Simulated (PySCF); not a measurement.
# Ta(NH)(CH2SiH3)3: geometry, NMR shifts and electronic excitations

Aim: predict the NMR shifts and electronic excitations of Ta(NH)(CH2SiH3)3 (`[NH]=[Ta]([CH2][SiH3])([CH2][SiH3])[CH2][SiH3]`).

The runs use PySCF 2.14.0, with density-fitted response routines of our own; the level of theory stands in each step. All values are computed, except where a source is named. Atoms count from 0, in the outputs and in this text.

**1. Starting geometry**

24 atoms, charge 0, multiplicity 1; geometry from: GFN2-xTB. The atoms were then displaced at random by about 0.03 Å, so the start is not that level's minimum.

Bonds of the start (Å): Ta0–N1 1.78, Ta0–C3 2.29, Ta0–C10 2.35, Ta0–C17 2.25, N1–H2 1.00, C3–Si4 1.80, C3–H5 1.05, C3–H6 1.10, Si4–H7 1.48, Si4–H8 1.57, Si4–H9 1.45, C10–Si11 1.84, C10–H12 1.07, C10–H13 1.10, Si11–H14 1.53, Si11–H15 1.47, Si11–H16 1.51, C17–Si18 1.93, C17–H19 1.13, C17–H20 1.15, Si18–H21 1.53, Si18–H22 1.40, Si18–H23 1.46.

**2. Optimising the geometry at PBE0-D3(BJ)/def2-SVP**

Job settings and geometry (Å):

```
{"job": {"xc": "PBE0", "basis": "def2-SVP", "d3": "d3bj", "grid": 1, "maxiter": 40, "shake": 0.03, "kind": "geom"}, "charge": 0, "multiplicity": 1}
Ta     0.065630    -0.073940     0.345530
N     -0.017480     0.018490     2.120330
H     -0.066950     0.042630     3.115770
C      2.223370    -0.430590    -0.334810
Si     3.238370     1.051330    -0.207240
H      2.538460    -1.251960     0.238920
H      2.100320    -0.766700    -1.371890
H      2.808900     2.150580    -1.096340
H      3.256730     1.576190     1.267440
H      4.612460     0.745160    -0.564110
C     -0.706480     2.032270    -0.339840
Si    -2.521750     2.289290    -0.139900
H     -0.231030     2.866290     0.132530
H     -0.459190     2.128700    -1.406760
H     -3.273000     1.279600    -1.005040
H     -2.923370     2.155980     1.269780
H     -2.942270     3.658690    -0.619370
C     -1.451080    -1.612080    -0.289260
Si    -0.728510    -3.379890    -0.004740
H     -2.457470    -1.512170     0.223000
H     -1.664790    -1.480990    -1.407290
H      0.522790    -3.595270    -0.849960
H     -0.393390    -3.509610     1.346370
H     -1.687970    -4.382530    -0.463170
```

Run with:

```
OMP_NUM_THREADS=1 python probes_run.py task.json out
```

This one command runs all jobs of the session in turn.

Standard output:

```text
step   0  E = -1103.20031763  max force = 0.066272
step   1  E = -1103.22991149  max force = 0.027820
step   2  E = -1103.23311000  max force = 0.030979
step   3  E = -1103.23486224  max force = 0.004560
step   4  E = -1103.23516131  max force = 0.005991
step   5  E = -1103.23529961  max force = 0.000851
step   6  E = -1103.23533949  max force = 0.000583
step   7  E = -1103.23537682  max force = 0.000603
step   8  E = -1103.23540861  max force = 0.000447
step   9  E = -1103.23544244  max force = 0.000612
step  10  E = -1103.23548249  max force = 0.000659
step  11  E = -1103.23553043  max force = 0.000909
step  12  E = -1103.23556765  max force = 0.000823
step  13  E = -1103.23557251  max force = 0.001246
step  14  E = -1103.23562939  max force = 0.000881
step  15  E = -1103.23579349  max force = 0.001213
step  16  E = -1103.23592544  max force = 0.001428
step  17  E = -1103.23626933  max force = 0.001974
step  18  E = -1103.23640041  max force = 0.002362
step  19  E = -1103.23611527  max force = 0.004864
step  20  E = -1103.23664811  max force = 0.001258
step  21  E = -1103.23673540  max force = 0.000832
step  22  E = -1103.23679607  max force = 0.000360
step  23  E = -1103.23684630  max force = 0.000422
step  24  E = -1103.23685713  max force = 0.000298
optimisation converged
```

Run time: 36 min. Hardware: 1 thread of Intel Xeon at 2.50GHz, shared host; peak memory 1.2 GiB.

The steps of the relaxation: (the energy doesn't fall at every step)

```csv
step,energy from step 0 (eV),largest force component (eV/Å)
0,0.0000,3.4078
1,-0.8053,1.4306
2,-0.8923,1.5930
3,-0.9400,0.2345
4,-0.9481,0.3081
5,-0.9519,0.0438
6,-0.9530,0.0300
7,-0.9540,0.0310
8,-0.9549,0.0230
9,-0.9558,0.0315
10,-0.9569,0.0339
11,-0.9582,0.0467
12,-0.9592,0.0423
13,-0.9593,0.0641
14,-0.9609,0.0453
15,-0.9653,0.0624
16,-0.9689,0.0734
17,-0.9783,0.1015
18,-0.9819,0.1215
19,-0.9741,0.2501
20,-0.9886,0.0647
21,-0.9910,0.0428
22,-0.9926,0.0185
23,-0.9940,0.0217
24,-0.9943,0.0153
```

Close pairs (by a distance rule), those that changed most:

```csv
bond,before (Å),after (Å),change (Å)
Ta0–C10,2.346,2.152,-0.194
Ta0–Si11,3.538,3.399,-0.139
Ta0–C3,2.290,2.154,-0.137
Ta0–C17,2.251,2.153,-0.098
Si18–H22,1.398,1.493,+0.095
C3–Si4,1.801,1.876,+0.076
Si4–H8,1.565,1.493,-0.073
C3–H5,1.050,1.107,+0.057
```

The end geometry stands in the next job.

```csv
at the end point,value
point group (found at 0.08 Å tolerance),C1
"rotational constants (GHz, main isotopes)","0.698, 0.680, 0.392"
dipole moment (D),1.68
```

**3. Nuclear shieldings: PBE0/def2-TZVP+pcSseg-1**

Job settings and geometry (Å):

```
{"job": {"kind": "nmr", "xc": "PBE0", "basis": {"default": "pcSseg-1", "Ta": "def2-TZVP"}}, "charge": 0, "multiplicity": 1}
Ta    -0.001272    -0.019171    -0.119889
N     -0.017725    -0.017729     1.641825
H     -0.031859    -0.017600     2.654649
C      2.043012    -0.373664    -0.696987
Si     3.310377     0.694535     0.182369
H      2.279760    -1.434662    -0.486850
H      2.109922    -0.227112    -1.794648
H      2.859600     2.124140     0.209421
H      3.486339     0.231773     1.590763
H      4.646345     0.670975    -0.497543
C     -0.702854     1.925576    -0.716708
Si    -2.213793     2.539895     0.209509
H      0.123097     2.644057    -0.549074
H     -0.901431     1.891947    -1.807487
H     -3.250211     1.460140     0.293205
H     -1.836246     2.940697     1.597309
H     -2.860100     3.712435    -0.465385
C     -1.331308    -1.601465    -0.723405
Si    -1.134624    -3.192109     0.251085
H     -2.369407    -1.237095    -0.598452
H     -1.166715    -1.784936    -1.804809
H      0.317144    -3.537886     0.392485
H     -1.718082    -3.034347     1.616211
H     -1.797668    -4.358925    -0.417643
```

With the program's defaults for keys left out, this is: GIAO PBE0/pcSseg-1 Ta:def2-TZVP NMR shielding, scalar relativity only through core potentials, gas phase.

Standard output:

```text
coarse grid: 88328 points
cycle   1  E = -1103.1339536040  dE = -1.989e+01  |g| = 1.250e+00  |ddm| = 8.283e+00
cycle   2  E = -1102.5160923491  dE =  6.179e-01  |g| = 1.842e+00  |ddm| = 4.137e+00
cycle   3  E = -1103.5502471307  dE = -1.034e+00  |g| = 3.383e-01  |ddm| = 2.998e+00
cycle   4  E = -1103.5496569950  dE =  5.901e-04  |g| = 3.564e-01  |ddm| = 4.171e-01
cycle   5  E = -1103.5775242809  dE = -2.787e-02  |g| = 3.172e-02  |ddm| = 2.060e-01
cycle   6  E = -1103.5777574243  dE = -2.331e-04  |g| = 1.344e-02  |ddm| = 4.410e-02
cycle   7  E = -1103.5777975275  dE = -4.010e-05  |g| = 3.267e-03  |ddm| = 1.233e-02
cycle   8  E = -1103.5778003449  dE = -2.817e-06  |g| = 8.509e-04  |ddm| = 3.705e-03
final grid: 181904 points
cycle   9  E = -1103.5778324952  dE =  7.800e-08  |g| = 1.253e-03  |ddm| = 3.632e-03
cycle  10  E = -1103.5778316079  dE =  8.874e-07  |g| = 2.238e-03  |ddm| = 3.150e-03
cycle  11  E = -1103.5778328482  dE = -1.240e-06  |g| = 5.483e-04  |ddm| = 2.115e-03
cycle  12  E = -1103.5778329172  dE = -6.897e-08  |g| = 6.356e-05  |ddm| = 3.561e-04
cycle  13  E = -1103.5778329181  dE = -8.881e-10  |g| = 9.764e-06  |ddm| = 6.466e-05
converged SCF energy = -1103.5778329181

GIAO shielding tensors (ppm)
atom      isotropic    diamagn.    paramagn.     s11        s22        s33       span
  0 Ta         nan         nan         nan        nan        nan        nan        nan
  1 N     -108.227     324.129    -432.356   -234.363   -233.934    143.617    377.980
  2 H       25.138      34.176      -9.038     22.886     22.947     29.580      6.694
  3 C      151.966     260.633    -108.667    100.434    159.719    195.745     95.312
  4 Si     424.566     879.148    -454.583    385.187    416.926    471.584     86.397
  5 H       30.865      33.159      -2.294     27.090     29.622     35.882      8.791
  6 H       30.215      33.391      -3.176     27.225     30.002     33.419      6.194
  7 H       27.446      29.539      -2.093     24.559     26.703     31.075      6.516
  8 H       27.014      28.900      -1.886     24.330     25.591     31.120      6.790
  9 H       27.119      27.400      -0.281     23.634     25.140     32.583      8.948
 10 C      151.528     260.749    -109.221     99.704    159.303    195.577     95.874
 11 Si     424.222     879.148    -454.927    383.464    417.845    471.356     87.892
 12 H       30.956      33.304      -2.348     27.008     29.774     36.085      9.077
 13 H       30.221      33.396      -3.175     27.227     30.137     33.298      6.071
 14 H       27.418      29.502      -2.084     24.571     26.618     31.066      6.495
 15 H       27.003      28.927      -1.923     24.354     25.596     31.059      6.705
 16 H       27.117      27.402      -0.285     23.601     25.146     32.604      9.003
 17 C      152.152     260.602    -108.450    101.142    159.614    195.701     94.559
 18 Si     424.736     879.085    -454.349    383.272    419.720    471.217     87.946
 19 H       31.010      33.205      -2.195     27.047     29.908     36.074      9.027
 20 H       30.265      33.337      -3.072     27.233     30.209     33.354      6.120
 21 H       27.410      29.469      -2.059     24.572     26.594     31.064      6.491
 22 H       27.008      28.884      -1.876     24.356     25.599     31.070      6.713
 23 H       27.117      27.365      -0.248     23.579     25.156     32.616      9.036
```

Wall time 4.5 min (1 thread of Intel Xeon at 2.50GHz, shared host); peak memory 1.5 GiB.

Shifts follow as δ = σ(reference) − σ, with reference shieldings (ppm) from runs at the same level and on the same kind of geometry: ¹H TMS 31.27, ¹³C TMS 184.4, ²⁹Si TMS 352.0, ¹⁵N NH3 265.7. The references are single molecules in the gas phase, so shifts against H2O, NH3, PH3, H3PO4 or CFCl3 are not on the usual liquid scales and can be off by tens of ppm. Atoms listed in one row are averaged.

```csv
atoms,environment,σ (ppm),δ (ppm)
"C3, C10, C17","carbon bonded to Si, Ta, 2 H",151.9,32.5
H2,hydrogen on a nitrogen bonded to Ta,25.14,6.13
"H7, H8, H9, H14, H15 and 4 more",hydrogen on a silicon bonded to C,27.18,4.08
"H5, H6, H12, H13, H19, H20","hydrogen on a carbon bonded to Si, Ta",30.59,0.68
N1,"nitrogen bonded to Ta, H",-108.2,373.9
"Si4, Si11, Si18","silicon bonded to C, 3 H",424.5,-72.5
```

Atoms past Kr carry core potentials, so their printed shieldings have no meaning and are left out of the table.

Charges from the same density, by scheme (e):

```csv
atoms,Mulliken,ESP fit
Ta0,1.12,1.30
N1,-0.41,-0.92
"C3, C10, C17",-0.90,-0.70
"Si4, Si11, Si18",0.49,0.41
```

Mayer bond orders: Ta0–N1 2.25, Ta0–C3 0.93, Ta0–C10 0.93, Ta0–C17 0.93, C3–Si4 0.91, C10–Si11 0.91, C17–Si18 0.91.

With diffuse functions Mulliken charges and Mayer bond orders lose their meaning; the other schemes are steadier.

Orbitals, density, ELF and potential are computed afterwards from the orbital file.

Frontier orbitals at PBE0/def2-TZVP+pcSseg-1, with the share of their density that lies nearest to each atom:

```csv
orbital,energy (eV),lies on
HOMO,-7.57,N1 34 %; C17 18 %; Ta0 11 %
LUMO,-1.24,Ta0 55 %
```

ELF in a plane through or near 9 of the atoms.

Ten even steps from '0' (0.00) to '9' (1.00):
```
0000000000000000000000000000
0000000000000000000000000000
0000000000299981000000000000
0000000000799992000000000000
0000000000199982232000000000
0000000000024215898000000000
0000000048768852330000000000
0000000199937650001210000000
0000000028878730169991000000
0000057300011662679980000000
0000179830232673812751010000
0000014426668401468747998000
0000378528734620013159999300
0005999964589960067439999000
0002899930059820077200110000
0000045200000000000000000000
0000000000000000000000000000
0000000000000000000000000000
0000000000000000000000000000
0000000000000000000000000000
```
The map spans 13.8 Å across and 14.5 Å up, centred on the molecule. Atoms in the plane (x, y in Å): C3 (-1.2, -1.7), H5 (-0.7, -2.6), H9 (-3.8, -2.7), C10 (-0.8, 1.9), H12 (-1.9, 1.8), H16 (-0.5, 4.7), C17 (2.1, -0.2), H19 (2.6, 0.7), H23 (4.3, -1.9).

On the surface of density 0.002 e/bohr³ the electrostatic potential runs, from the 1st to the 99th percentile, from -0.60 V near N1 to 1.81 V near H6.

**4. Ultraviolet spectrum: PBE0/def2-SVPD**

Settings changed since step 3:

```diff
@@ -1,2 +1,2 @@
-{"job": {"kind": "nmr", "xc": "PBE0", "basis": {"default": "pcSseg-1", "Ta": "def2-TZVP"}}, "charge": 0, "multiplicity": 1}
+{"job": {"kind": "uv", "xc": "PBE0", "basis": "def2-SVPD", "ip": false, "nstates": 10}, "charge": 0, "multiplicity": 1}
 Ta    -0.001272    -0.019171    -0.119889
```

Method: TDDFT PBE0/def2-SVPD, vertical, gas phase, core orbitals frozen in the response.

Standard output:

```text
coarse grid: 88328 points
cycle   1  E = -1102.1742989490  dE = -1.208e+01  |g| = 1.958e+00  |ddm| = 9.896e+00
cycle   2  E = -1099.8178926278  dE =  2.356e+00  |g| = 3.187e+00  |ddm| = 1.192e+01
cycle   3  E = -1103.1600322931  dE = -3.342e+00  |g| = 4.944e-01  |ddm| = 1.097e+01
cycle   4  E = -1103.1825632326  dE = -2.253e-02  |g| = 3.997e-01  |ddm| = 1.291e+00
cycle   5  E = -1103.2243581921  dE = -4.179e-02  |g| = 8.231e-02  |ddm| = 5.327e-01
cycle   6  E = -1103.2253508549  dE = -9.927e-04  |g| = 5.526e-02  |ddm| = 1.247e-01
cycle   7  E = -1103.2260507442  dE = -6.999e-04  |g| = 5.758e-03  |ddm| = 4.615e-02
cycle   8  E = -1103.2260587222  dE = -7.978e-06  |g| = 2.359e-03  |ddm| = 1.345e-02
final grid: 181904 points
cycle   9  E = -1103.2260437991  dE =  3.694e-06  |g| = 4.653e-03  |ddm| = 1.901e-02
cycle  10  E = -1103.2260124127  dE =  3.139e-05  |g| = 1.229e-02  |ddm| = 1.826e-02
cycle  11  E = -1103.2260489440  dE = -3.653e-05  |g| = 1.218e-03  |ddm| = 1.175e-02
cycle  12  E = -1103.2260493239  dE = -3.799e-07  |g| = 1.841e-04  |ddm| = 1.743e-03
cycle  13  E = -1103.2260493327  dE = -8.812e-09  |g| = 1.405e-05  |ddm| = 3.519e-04
cycle  14  E = -1103.2260493328  dE = -8.595e-11  |g| = 5.278e-06  |ddm| = 5.463e-05
converged SCF energy = -1103.2260493328

Static polarisability (au): isotropic 174.936, principal 147.270 188.014 189.523

Singlet excitations
state   eV       nm        f      main configurations
  1   4.6401    267.2   0.00011   H->L 0.41, H-1->L+1 0.31, H->L+1 0.14
  2   4.7935    258.7   0.01082   H-1->L 0.45, H->L+1 0.41
  3   4.7962    258.5   0.01027   H-1->L+1 0.46, H->L 0.40
  4   5.0775    244.2   0.00056   H->L+1 0.35, H-1->L 0.35, H-1->L+1 0.14
  5   5.3895    230.0   0.00003   H-4->L 0.43, H-3->L+1 0.40
  6   5.5707    222.6   0.01171   H-3->L+1 0.43, H-4->L 0.39
  7   5.5727    222.5   0.01264   H-3->L 0.43, H-4->L+1 0.38
  8   5.7588    215.3   0.01933   H-4->L+1 0.43, H-3->L 0.38
  9   5.8698    211.2   0.01112   H->L+2 0.79
 10   5.8803    210.8   0.01003   H-1->L+2 0.79

Triplet excitations (Tamm-Dancoff, eV): 4.2552 4.4022 4.4052 4.4818
```

It took 5.7 min on 1 thread of Intel Xeon at 2.50GHz, shared host; peak memory 1.6 GiB.

The orbitals next to the gap, with their largest atomic shares:

```csv
orbital,eV,atoms
HOMO−3,-8.51,"N1 31 %, Ta0 29 %, C3 12 %"
HOMO−2,-8.48,"C3 14 %, C10 12 %, Ta0 12 %"
HOMO−1,-7.57,"N1 28 %, Ta0 18 %, C10 14 %"
HOMO,-7.56,"N1 28 %, C17 18 %, Ta0 18 %"
LUMO,-1.27,"Ta0 58 %, C10 8 %, C17 7 %"
LUMO+1,-1.26,"Ta0 57 %, C3 10 %, C17 5 %"
LUMO+2,-0.43,"Ta0 41 %, H6 6 %, C3 6 %"
```

With each of the 10 states as a Gaussian band of 0.4 eV half-width at 1/e, the curve within the window shown has maxima at 257 nm (ε 900), 217 nm (ε 2,400) L/(mol cm). Beyond the last state computed it falls off for lack of states. The curve at chosen wavelengths:

(nm, ε (L/mol/cm)): (201, 833), (205, 1360), (209, 1881), (214, 2309), (218, 2369), (222, 2189), (226, 1855), (231, 1389), (235, 1088), (239, 899), (243, 822), (248, 834), (252, 875), (256, 901), (260, 890), (265, 814), (269, 713), (273, 593), (277, 471), (282, 331), (286, 239), (290, 166), (294, 112), (299, 66), (303, 42), (307, 26)

Leading natural transition orbitals of singlet state 8: the hole lies on N1 38 %; Ta0 20 %; C10, C17 about 11 % each; the particle on Ta0 55 %.

Leading natural transition orbitals of singlet state 1: the hole lies on N1 33 %; C17 19 %; Ta0 12 %; the particle on Ta0 57 %; N1 7 %.

Further results of this job:

```csv
property,computed
dipole moment (D),1.79
polarisability (Å³),25.92
HOMO–LUMO gap (eV),6.29
−ε(HOMO) (eV),7.56
```

**5. Nuclear shieldings: B3LYP/def2-TZVP+pcSseg-1**

Settings changed since step 4:

```diff
@@ -1,2 +1,2 @@
-{"job": {"kind": "uv", "xc": "PBE0", "basis": "def2-SVPD", "ip": false, "nstates": 10}, "charge": 0, "multiplicity": 1}
+{"job": {"kind": "nmr", "xc": "B3LYP", "basis": {"default": "pcSseg-1", "Ta": "def2-TZVP"}, "pop": false}, "charge": 0, "multiplicity": 1}
 Ta    -0.001272    -0.019171    -0.119889
```

Method: GIAO B3LYP/pcSseg-1 Ta:def2-TZVP NMR shielding, scalar relativity only through core potentials, gas phase.

Standard output:

```text
coarse grid: 88328 points
cycle   1  E = -1103.7905835115  dE = -1.984e+01  |g| = 1.302e+00  |ddm| = 8.293e+00
cycle   2  E = -1102.8989175989  dE =  8.917e-01  |g| = 2.096e+00  |ddm| = 4.718e+00
cycle   3  E = -1104.2556744877  dE = -1.357e+00  |g| = 3.184e-01  |ddm| = 3.642e+00
cycle   4  E = -1104.2399857779  dE =  1.569e-02  |g| = 4.268e-01  |ddm| = 4.598e-01
cycle   5  E = -1104.2799118530  dE = -3.993e-02  |g| = 4.934e-02  |ddm| = 2.513e-01
cycle   6  E = -1104.2804486796  dE = -5.368e-04  |g| = 1.984e-02  |ddm| = 6.137e-02
cycle   7  E = -1104.2805414707  dE = -9.279e-05  |g| = 4.415e-03  |ddm| = 1.886e-02
cycle   8  E = -1104.2805465594  dE = -5.089e-06  |g| = 8.982e-04  |ddm| = 4.966e-03
final grid: 181904 points
cycle   9  E = -1104.2805673129  dE =  2.276e-08  |g| = 1.253e-03  |ddm| = 4.149e-03
cycle  10  E = -1104.2805665005  dE =  8.124e-07  |g| = 2.148e-03  |ddm| = 3.065e-03
cycle  11  E = -1104.2805676876  dE = -1.187e-06  |g| = 4.512e-04  |ddm| = 2.041e-03
cycle  12  E = -1104.2805677323  dE = -4.478e-08  |g| = 1.173e-04  |ddm| = 3.402e-04
cycle  13  E = -1104.2805677354  dE = -3.039e-09  |g| = 1.167e-05  |ddm| = 9.463e-05
cycle  14  E = -1104.2805677354  dE = -3.615e-11  |g| = 4.183e-06  |ddm| = 1.755e-05
converged SCF energy = -1104.2805677354

GIAO shielding tensors (ppm)
atom      isotropic    diamagn.    paramagn.     s11        s22        s33       span
  0 Ta         nan         nan         nan        nan        nan        nan        nan
  1 N     -113.097     324.411    -437.508   -237.415   -237.020    135.144    372.559
  2 H       25.139      34.569      -9.430     23.078     23.140     29.199      6.121
  3 C      144.850     259.194    -114.344     92.272    152.415    189.865     97.593
  4 Si     411.883     879.048    -467.165    372.046    403.493    460.111     88.065
  5 H       30.969      33.206      -2.237     27.333     29.985     35.588      8.255
  6 H       30.353      33.359      -3.006     27.366     30.252     33.442      6.075
  7 H       27.645      29.959      -2.314     24.883     26.872     31.180      6.297
  8 H       27.234      29.299      -2.065     24.656     25.832     31.215      6.559
  9 H       27.298      27.505      -0.207     23.892     25.391     32.612      8.720
 10 C      144.409     259.335    -114.926     91.675    151.831    189.721     98.046
 11 Si     411.613     879.054    -467.441    370.375    404.600    459.865     89.490
 12 H       31.058      33.366      -2.308     27.243     30.136     35.796      8.554
 13 H       30.359      33.372      -3.013     27.377     30.376     33.324      5.948
 14 H       27.619      29.922      -2.303     24.895     26.789     31.173      6.277
 15 H       27.226      29.333      -2.108     24.683     25.836     31.158      6.475
 16 H       27.296      27.510      -0.215     23.856     25.398     32.633      8.776
 17 C      145.060     259.176    -114.116     93.212    152.118    189.850     96.638
 18 Si     412.141     878.991    -466.850    370.202    406.510    459.710     89.508
 19 H       31.112      33.255      -2.142     27.285     30.274     35.778      8.494
 20 H       30.402      33.307      -2.905     27.390     30.449     33.367      5.977
 21 H       27.612      29.895      -2.283     24.898     26.765     31.173      6.275
 22 H       27.231      29.289      -2.058     24.686     25.838     31.170      6.484
 23 H       27.296      27.470      -0.174     23.835     25.408     32.644      8.809
```

Run time: 3 min. Hardware: 1 thread of Intel Xeon at 2.50GHz, shared host; peak memory 1.4 GiB.

This run: δ C3 34.5, N1 376.6, Si4 -74.0, H2 6.24, H7 4.00 ppm (means over like atoms).

**6. Side by side: NMR shifts**

Shifts (ppm), means over like atoms, with basis size and wall time:

```csv
run,C3,H2,H7,H5,N1,Si4,functions,time
PBE0/def2-TZVP+pcSseg-1,32.5,6.13,4.08,0.68,373.9,-72.5,260,4.5 min
B3LYP/def2-TZVP+pcSseg-1,34.5,6.24,4.00,0.67,376.6,-74.0,260,3 min
```

**7. Summary of results**

| quantity | value |
| --- | --- |
| point group | C1 |
| rotational constants (main isotopes) | 0.70, 0.68, 0.39 GHz |
| ¹³C shifts against TMS (PBE0/def2-TZVP+pcSseg-1, means over atoms taken as alike) | 32.5 ppm |
| ¹H shifts against TMS (PBE0/def2-TZVP+pcSseg-1, means over atoms taken as alike) | 6.13, 4.08, 0.68 ppm |
| ¹⁵N shifts against NH3 (PBE0/def2-TZVP+pcSseg-1) | 373.9 ppm |
| ²⁹Si shifts against TMS (PBE0/def2-TZVP+pcSseg-1, means over atoms taken as alike) | -72.5 ppm |
| surface potential, 1st and 99th percentile | -0.60 V and 1.81 V |
| lowest singlet (PBE0/def2-SVPD) | 4.64 eV (267 nm), f = 0.000 |
| brightest single state of those computed | state 8, 5.76 eV, f = 0.019 |
| lowest triplet | 4.26 eV |
| range of the shift of N1 | 373.9 to 376.6 ppm |

In words: The start was shaken at random, so part of the energy gained undoes that. The optimisation took 24 steps and gained 0.994 eV; among the close pairs (by a distance rule), Ta0–C10 changed most, from 2.346 to 2.152 Å. At PBE0/def2-TZVP+pcSseg-1: The widest tensor belongs to N1: span 378 ppm, with a paramagnetic part of -432 ppm. By nearest atom (PBE0/def2-TZVP+pcSseg-1), the HOMO sits on N1 34 %; C17 18 % and the LUMO on Ta0 55 %. The first singlet state (HOMO→LUMO 0.41, HOMO−1→LUMO+1 0.31) lies at 4.64 eV and is dark; of the 10 states computed, the strongest absorption comes from states 6 to 7 together at 5.57 eV. The lowest triplet lies 0.38 eV below the lowest singlet (triplets in Tamm-Dancoff, singlets in full TDDFT). Spin-orbit coupling, left out, mixes singlets and triplets in elements this heavy. Across the 2 runs the shift of N1 moves most, between 373.9 (PBE0/def2-TZVP+pcSseg-1) and 376.6 ppm (B3LYP/def2-TZVP+pcSseg-1). Spin-orbit coupling is left out, which matters for shieldings and couplings at and beside the heavy atoms.
